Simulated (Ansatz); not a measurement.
# Sn: the cost of one run

Method: DFT PBEsol, scalar-relativistic, plane waves, PAW, in Ansatz 0.2.0.

### Step 1. The structure to begin with

It takes space group Im-3m (No. 229, cubic). The conventional cell has a = 3.789 Å, b = 3.789 Å, c = 3.789 Å, α = 90.00°, β = 90.00°, γ = 90.00°. Sn (site symmetry m-3m) has 8 Sn at 3.28 Å as nearest neighbours.

Structure file:

```
Sn
1.0
    -1.89465    1.89465    1.89465
     1.89465   -1.89465    1.89465
     1.89465    1.89465   -1.89465
Sn
1
Direct
  0.00000 0.00000 0.00000
```

Source of the structure: the Materials Project (structure only).

(A quick probe on a coarse mesh, which set the mesh and smearing, is not shown.)

### Step 3. The relaxation

Contents of input.yaml:

```yaml
crystal:
  lattice:
    - [-1.8946518192, 1.8946518192, 1.8946518192]
    - [1.8946518192, -1.8946518192, 1.8946518192]
    - [1.8946518192, 1.8946518192, -1.8946518192]
  atoms:
    - { symbol: Sn, position: [0.0, 0.0, 0.0] }
basis:
  ecutwfc: 420
kpoints:
  mp_grid: { grid: [16, 16, 16] }
hamiltonian:
  xc: pbesol
scf:
  occupations: { method: gaussian, width: 0.1 }
output:
  forces: true
  stress: true
  eigenvalues: true
relax:
  adjacent_minimum: "off"
  f_tol: 0.005
  max_steps: 80
  cell: { stress_tol: 0.05 }
```

On the command line:

```console
ansatz run input.yaml --threads 1 --pin off --max-ram 2560MiB --backend cpu --events-out ev --progress --plain --runs-dir out
```

**Question.** How long does this run take on 1 thread of Arm Neoverse V2, shared host, and how much memory does it need?

About 10 s, with a peak of 0.33 GiB.
